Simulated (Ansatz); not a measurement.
Task: a ladder of methods at one geometry of CH₇AlOSSi, SMILES [CH3][Al]([SH])[O][SiH3], with Ansatz 0.2.0, Python API. Give the script and its output. Level of theory (for the species named): revPBE, def2-SVP basis, multiplicity 1. The script varies functional: revpbe, pbe0, r2scan, hf, pbe, lc_wpbe.

| atom | x (Å) | y (Å) | z (Å) |
| --- | --- | --- | --- |
| C | -1.8771 | 0.7360 | -0.4115 |
| Al | 0.0384 | 0.9298 | -0.1684 |
| S | 1.3185 | 1.6835 | -1.8717 |
| O | 0.8778 | 0.4173 | 1.4151 |
| Si | 1.1644 | -1.2696 | 1.2035 |
| H | -2.1929 | 1.1402 | -1.4450 |
| H | -2.2048 | -0.2755 | -0.2921 |
| H | -2.4066 | 1.4270 | 0.3216 |
| H | 1.5272 | 0.3961 | -2.3191 |
| H | -0.0698 | -2.0250 | 0.9987 |
| H | 1.7730 | -1.7674 | 2.4754 |
| H | 2.1290 | -1.4475 | 0.1276 |

Script `methods_ch7alossi.py`:
```python
# -*- coding: utf-8 -*-
"""CH7AlOSSi at several levels of theory."""

from pathlib import Path

import ansatz as az
import numpy as np


def main():
    geometry_ang = [
        ("C", (-1.8771, 0.736, -0.4115)),
        ("Al", (0.0384, 0.9298, -0.1684)),
        ("S", (1.3185, 1.6835, -1.8717)),
        ("O", (0.8778, 0.4173, 1.4151)),
        ("Si", (1.1644, -1.2696, 1.2035)),
        ("H", (-2.1929, 1.1402, -1.445)),
        ("H", (-2.2048, -0.2755, -0.2921)),
        ("H", (-2.4066, 1.427, 0.3216)),
        ("H", (1.5272, 0.3961, -2.3191)),
        ("H", (-0.0698, -2.025, 0.9987)),
        ("H", (1.773, -1.7674, 2.4754)),
        ("H", (2.129, -1.4475, 0.1276)),
    ]
    system = az.Crystal.molecule()
    for symbol, xyz in geometry_ang:
        system = system.atom(symbol, xyz)

    job = system.calculation().basis(gaussian="def2-SVP")

    print("functional    E (Ha)        dipole (D)   HOMO (eV)  LUMO (eV)")
    for name in ["revpbe", "pbe0", "r2scan", "hf", "pbe", "lc_wpbe"]:
        report = job.functional(name).forces().orbitals().run(threads=1, runs_dir="runs").report
        lines = Path(report["orbitals_path"]).read_text().splitlines()
        field_of = lambda key: [line.split("=")[1].strip() for line in lines if line.startswith(key)]
        orbitals = [(27.211386 * float(e), s, float(n)) for e, s, n in zip(field_of("Ene="), field_of("Spin="), field_of("Occup="))]
        homo = max(e for e, _, n in orbitals if n > 0.5)
        lumo = min(e for e, _, n in orbitals if n < 0.5)
        dipole = 4.803205 * np.linalg.norm(report["charge_distribution"]["dipole_moment_e_ang"])
        print(f"{name:10s} {report['free_energy_ev'] / 27.211386246:14.6f} {dipole:9.3f} {homo:11.3f} {lumo:10.3f}")


if __name__ == "__main__":
    main()
```

`python methods_ch7alossi.py` gives:
```text
functional    E (Ha)        dipole (D)   HOMO (eV)  LUMO (eV)
revpbe       -1047.152116     2.090      -5.902     -1.988
pbe0         -1046.869801     2.226      -7.217     -1.349
r2scan       -1047.239754     2.199      -6.268     -1.880
hf           -1044.914720     2.385     -10.098      1.667
pbe          -1046.772383     2.108      -5.928     -2.096
lc_wpbe      -1047.019142     2.306      -9.989      0.743
```

Total energies depend on the basis set; only differences at equal settings carry meaning. The geometry is a force-field or estimated start, not a minimum of this method, and the basis set is short of its limit. A lower total doesn't mark the better method: functionals have no common bound, and MP2 and coupled cluster aren't variational. Levels such as HOMO and LUMO are orbital energies: with these approximate functionals they aren't the ionisation energy and electron affinity, and their gap isn't the fundamental gap. The whole script took 37 s on 1 thread of Arm Neoverse V1 (shared host), peak memory 0.32 GiB.
